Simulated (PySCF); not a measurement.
# C2H5NOSSi: runs on many settings, part 2 of 2

PySCF 2.14.0. Atoms count from 0. The steps go on from the part before.

## (5) Indirect couplings: PW91/LANL2DZ

Job settings and geometry (Å):

```
{"job": {"kind": "j", "xc": "PW91", "basis": "LANL2DZ", "scf": {"max_cycle": 62}}, "charge": 0, "multiplicity": 1}
C      1.896940    -0.372671    -0.113587
S      1.216336    -0.691152     0.398616
Si    -1.166247    -0.224621    -0.137370
O     -2.501633    -0.526924     0.711068
C     -0.831211     1.611150    -0.300097
N     -0.543400     2.714991    -0.401475
H      1.855291    -0.827811    -1.098134
H      2.819312    -0.652268     0.384609
H      1.825691     0.707962    -0.188236
H     -1.371815    -0.796434    -1.454237
H     -2.513234    -0.621071     1.660676
```

With the program's defaults for keys left out, this is: PW91/LANL2DZ indirect spin-spin coupling, non-relativistic, gas phase.

What it wrote:

```text
final grid: 95152 points
cycle   1  E = -217.8478786657  dE =  2.212e+00  |g| = 2.618e+00  |ddm| = 1.157e+01
cycle   2  E = -179.7252128893  dE =  3.812e+01  |g| = 6.484e+00  |ddm| = 9.348e+01
cycle   3  E = -216.9110257968  dE = -3.719e+01  |g| = 2.732e+00  |ddm| = 9.504e+01
cycle   4  E = -217.9941660207  dE = -1.083e+00  |g| = 3.085e+00  |ddm| = 8.144e+00
cycle   5  E = -220.5492110746  dE = -2.555e+00  |g| = 1.237e+00  |ddm| = 3.197e+00
cycle   6  E = -217.5062838158  dE =  3.043e+00  |g| = 2.710e+00  |ddm| = 4.939e+00
cycle   7  E = -220.8438783061  dE = -3.338e+00  |g| = 6.320e-01  |ddm| = 4.461e+00
cycle   8  E = -220.9128832560  dE = -6.900e-02  |g| = 3.672e-01  |ddm| = 1.773e+00
cycle   9  E = -220.9507943019  dE = -3.791e-02  |g| = 2.163e-01  |ddm| = 1.090e+00
cycle  10  E = -220.9617925907  dE = -1.100e-02  |g| = 1.043e-01  |ddm| = 3.638e-01
cycle  11  E = -220.9646329936  dE = -2.840e-03  |g| = 3.228e-02  |ddm| = 3.094e-01
cycle  12  E = -220.9648615615  dE = -2.286e-04  |g| = 8.472e-03  |ddm| = 6.441e-02
cycle  13  E = -220.9648936255  dE = -3.206e-05  |g| = 9.849e-04  |ddm| = 2.648e-02
cycle  14  E = -220.9648938460  dE = -2.204e-07  |g| = 4.783e-04  |ddm| = 5.724e-03
cycle  15  E = -220.9648939657  dE = -1.197e-07  |g| = 9.863e-05  |ddm| = 2.106e-03
cycle  16  E = -220.9648939707  dE = -5.045e-09  |g| = 2.406e-05  |ddm| = 5.892e-04
cycle  17  E = -220.9648939709  dE = -1.885e-10  |g| = 1.599e-05  |ddm| = 8.803e-05
converged SCF energy = -220.9648939709

Indirect spin-spin couplings (Hz)
  i      j    bonds     total        FC       PSO       DSO        SD
  0 C    1 S    1     -0.610     0.005    -0.779     0.164         -
  0 C    2 Si   2      0.015     0.000     0.021    -0.008     0.001
  0 C    3 O    3      0.676     0.528     0.135     0.012         -
  0 C    4 C    3     -1.714    -1.780     0.040     0.026         -
  0 C    5 N    4      0.333     0.282     0.062     0.007    -0.018
  0 C    6 H    1     91.617    89.060     1.559     0.998         -
  0 C    7 H    1    177.219   174.543     1.719     0.957         -
  0 C    8 H    1     86.198    83.579     1.593     1.026         -
  0 C    9 H    3     -2.060    -2.036     0.003    -0.027         -
  0 C   10 H    4     -0.329    -0.224     0.036    -0.141         -
  1 S    2 Si   1     -0.031    -0.000     0.010    -0.033    -0.008
  1 S    4 C    2      0.025    -0.000     0.004     0.021         -
  1 S    5 N    3      0.048     0.000     0.039     0.003     0.006
  1 S    6 H    2     -0.430     0.001    -0.148    -0.283         -
  1 S    7 H    2     -0.283     0.001    -0.020    -0.263         -
  1 S    8 H    2     -0.412     0.001    -0.138    -0.275         -
  1 S    9 H    2      0.044    -0.000    -0.008     0.051         -
  1 S   10 H    3      0.017    -0.000    -0.017     0.033         -
  2 Si   3 O    1     -0.000     0.000     0.041     0.048    -0.089
  2 Si   4 C    1     -0.101     0.000     0.090    -0.133    -0.058
  2 Si   5 N    2      0.041    -0.000     0.082    -0.031    -0.010
  2 Si   6 H    3     -0.030    -0.000     0.025    -0.058     0.002
  2 Si   7 H    3      0.166    -0.001    -0.067     0.220     0.014
  2 Si   8 H    3     -0.042    -0.000     0.039    -0.082     0.001
  2 Si   9 H    1     -0.282    -0.001     0.151    -0.384    -0.047
  2 Si  10 H    2      0.463     0.000    -0.106     0.609    -0.041
  3 O    4 C    2     -2.056    -2.338     0.307    -0.025         -
  3 O    5 N    3     -0.102     0.036    -0.092    -0.012    -0.034
  3 O    6 H    4      0.570     0.442     0.085     0.044         -
  3 O    7 H    4      0.660     0.541     0.021     0.098         -
  3 O    8 H    4     -3.496    -3.625     0.091     0.038         -
  3 O    9 H    2    -22.989   -22.878    -0.096    -0.015         -
  3 O   10 H    1    -82.428   -73.133    -8.932    -0.363         -
  4 C    5 N    1     -9.092    -8.351     3.635    -0.013    -4.363
  4 C    6 H    4     -2.873    -2.895    -0.001     0.023         -
  4 C    7 H    4      9.578     9.736     0.046    -0.204         -
  4 C    8 H    4     27.296    27.048    -0.143     0.391         -
  4 C    9 H    2     11.399    11.235    -0.030     0.195         -
  4 C   10 H    3     -0.831    -0.698    -0.004    -0.129         -
  5 N    6 H    5      0.401     0.282     0.061     0.056     0.003
  5 N    7 H    5     -1.645    -1.759     0.024     0.086     0.004
  5 N    8 H    5     -2.462    -2.529     0.218    -0.089    -0.061
  5 N    9 H    3     -1.047    -1.106    -0.063     0.096     0.026
  5 N   10 H    4      0.191     0.039     0.023     0.110     0.019
  6 H    7 H    2    -76.670   -74.292     0.942    -3.320         -
  6 H    8 H    2     56.688    59.096     0.783    -3.191         -
  6 H    9 H    4     25.067    24.678    -0.269     0.658         -
  6 H   10 H    5      0.331     0.894     0.182    -0.746         -
  7 H    8 H    2    -46.201   -43.878     0.929    -3.252         -
  7 H    9 H    4     17.104    17.857     0.303    -1.056         -
  7 H   10 H    5      2.004     2.473     0.169    -0.637         -
  8 H    9 H    4     -5.616    -5.470     0.022    -0.168         -
  8 H   10 H    5     -0.479    -0.091     0.106    -0.494         -
  9 H   10 H    3     10.455    12.406     0.525    -2.476         -
```

Run time: 16 s. Hardware: 1 thread of Intel Xeon Platinum 8259CL at 2.50GHz, shared host; peak memory 0.49 GiB.

The run ended normally, but its values are not to be used for the molecule: one atom of the first bond was moved so that the bond is 0.5 times as long; the state lies near a triplet instability (lowest triplet Hessian root 0.045 Eh), which can inflate the couplings, so they are set aside; the basis LANL2DZ leaves the core to a potential or lacks core functions, which properties at the nuclei need. Its HOMO lies at -3.67 eV, against -7.48 eV in step 2 (PBE0/pcSseg-1), a different level, so the two don't compare directly.

## (6) Nuclear shieldings: X3LYP/MINI

Settings changed since step 5:

```diff
@@ -1,4 +1,4 @@
-{"job": {"kind": "j", "xc": "PW91", "basis": "LANL2DZ", "scf": {"max_cycle": 62}}, "charge": 0, "multiplicity": 1}
+{"job": {"kind": "nmr", "xc": "X3LYP", "basis": "MINI", "pop": true, "scf": {"damp": 0.3}}, "charge": 0, "multiplicity": 1}
 C      1.896940    -0.372671    -0.113587
-S      1.216336    -0.691152     0.398616
+S      0.535731    -1.009632     0.910819
 Si    -1.166247    -0.224621    -0.137370
```

Method: GIAO X3LYP/MINI NMR shielding, non-relativistic, gas phase.

What it wrote:

```text
damping 0.30 in the first 6 cycles
final grid: 95152 points
cycle   1  E = -891.4037766938  dE =  6.258e-01  |g| = 6.132e-01  |ddm| = 5.038e+00
cycle   2  E = -891.4440818617  dE = -4.031e-02  |g| = 5.945e-01  |ddm| = 1.860e+00
cycle   3  E = -891.4016264756  dE =  4.246e-02  |g| = 7.010e-01  |ddm| = 1.618e+00
cycle   4  E = -891.3118263962  dE =  8.980e-02  |g| = 8.921e-01  |ddm| = 1.842e+00
cycle   5  E = -891.1850116814  dE =  1.268e-01  |g| = 1.082e+00  |ddm| = 2.234e+00
cycle   6  E = -889.1350952210  dE =  2.050e+00  |g| = 2.678e+00  |ddm| = 6.358e+00
cycle   7  E = -889.0622472799  dE =  7.285e-02  |g| = 2.163e+00  |ddm| = 7.875e+00
cycle   8  E = -891.3797665452  dE = -2.318e+00  |g| = 7.534e-01  |ddm| = 4.901e+00
cycle   9  E = -891.5032573738  dE = -1.235e-01  |g| = 3.601e-01  |ddm| = 9.656e-01
cycle  10  E = -891.5369374562  dE = -3.368e-02  |g| = 1.565e-01  |ddm| = 4.941e-01
cycle  11  E = -891.5435519881  dE = -6.615e-03  |g| = 4.591e-02  |ddm| = 2.840e-01
cycle  12  E = -891.5442949792  dE = -7.430e-04  |g| = 1.309e-02  |ddm| = 1.124e-01
cycle  13  E = -891.5443466925  dE = -5.171e-05  |g| = 4.596e-03  |ddm| = 2.450e-02
cycle  14  E = -891.5443525720  dE = -5.880e-06  |g| = 9.904e-04  |ddm| = 5.447e-03
cycle  15  E = -891.5443527885  dE = -2.165e-07  |g| = 4.696e-04  |ddm| = 9.087e-04
cycle  16  E = -891.5443528489  dE = -6.040e-08  |g| = 6.725e-06  |ddm| = 5.202e-04
cycle  17  E = -891.5443528489  dE = -2.501e-11  |g| = 7.667e-07  |ddm| = 2.065e-05
converged SCF energy = -891.5443528489

GIAO shielding tensors (ppm)
atom      isotropic    diamagn.    paramagn.     s11        s22        s33       span
  0 C      201.609     242.676     -41.066    194.757    198.649    211.422     16.666
  1 S      931.058    1051.866    -120.809    803.559    920.893   1068.721    265.162
  2 Si     652.146     869.938    -217.792    600.326    634.586    721.526    121.199
  3 O      442.743     385.302      57.441    235.757    509.598    582.873    347.116
  4 C      141.346     262.799    -121.453     63.417     71.662    288.960    225.543
  5 N      -48.350     320.023    -368.372   -229.226   -212.536    296.714    525.940
  6 H       29.240      26.117       3.124     23.230     26.901     37.591     14.361
  7 H       29.178      28.033       1.145     22.770     26.052     38.713     15.943
  8 H       29.041      25.164       3.877     22.021     28.951     36.150     14.129
  9 H       26.439      27.727      -1.288     22.171     23.271     33.873     11.702
 10 H       29.869      25.447       4.423     22.450     25.916     41.242     18.792
```

Wall time 10 s (1 thread of Intel Xeon Platinum 8259CL at 2.50GHz, shared host); peak memory 0.49 GiB.

In short: σ C4 141.3, C0 201.6, S1 931, Si2 652.1, H9 26.44, H6 29.15 ppm (means over like atoms).

## (7) Comparing the runs: NMR shifts

Shifts (ppm) of some atoms, chosen among heavy atoms and hydrogens apart, with basis size and wall time:

```
          run     C4    C0    H9   H10    Si2     O3     N5  functions  time
PBE0/pcSseg-1  124.5  11.5  5.23  2.25  -34.0   33.3  356.4        141  28 s
   PBE0/3-21G  109.8  11.1  5.94  1.70   -8.3   -9.3  304.0         72  10 s
   X3LYP/MINI   80.9  20.7  4.30  0.87  -36.2  -70.2  345.7         43  10 s
```

## (8) What came out

This closing draws on all 2 parts.

```
                                                              quantity                                            value
                                ¹³C shifts against TMS (PBE0/pcSseg-1)                                  124.5, 11.5 ppm
¹H shifts against TMS (PBE0/pcSseg-1, means over atoms taken as alike)                             5.23, 2.25, 2.19 ppm
                                ³³S shifts against CS2 (PBE0/pcSseg-1)                                         -177 ppm
                               ²⁹Si shifts against TMS (PBE0/pcSseg-1)                                        -34.0 ppm
                                ¹⁷O shifts against H2O (PBE0/pcSseg-1)                                         33.3 ppm
                                ¹⁵N shifts against NH3 (PBE0/pcSseg-1)                                        356.4 ppm
                                       lowest singlet (PBE0/def2-SVPD)                      4.85 eV (256 nm), f = 0.002
                              brightest single state of those computed                      state 2, 5.63 eV, f = 0.019
                                                        lowest triplet                                          4.63 eV
                        range of the shift of N5 (minimal bases aside)                               304.0 to 356.4 ppm
                                         property runs in this session  5, of which 0 failed and 2 gave unsound results
```

Single values in the summary come from the first sound run of each kind (PBE0/pcSseg-1; PBE0/def2-SVPD), which need not be the best level. The most deshielded carbon is C4 (nitrile carbon), at 124.5 ppm: typical of a nitrile. At PBE0/pcSseg-1: The widest tensor belongs to N5: span 571 ppm, with a paramagnetic part of -426 ppm. The first singlet state (HOMO→LUMO 0.97) lies at 4.85 eV and is weak; of the 6 states computed, the strongest absorption comes from state 2 at 5.63 eV. The lowest triplet lies 0.22 eV below the lowest singlet (triplets in Tamm-Dancoff, singlets in full TDDFT). Leaving out the minimal-basis runs, which are unusable for shieldings: Among the atoms with a shift in every run: Across the 2 runs the shift of N5 moves most, between 304.0 (PBE0/3-21G) and 356.4 ppm (PBE0/pcSseg-1).
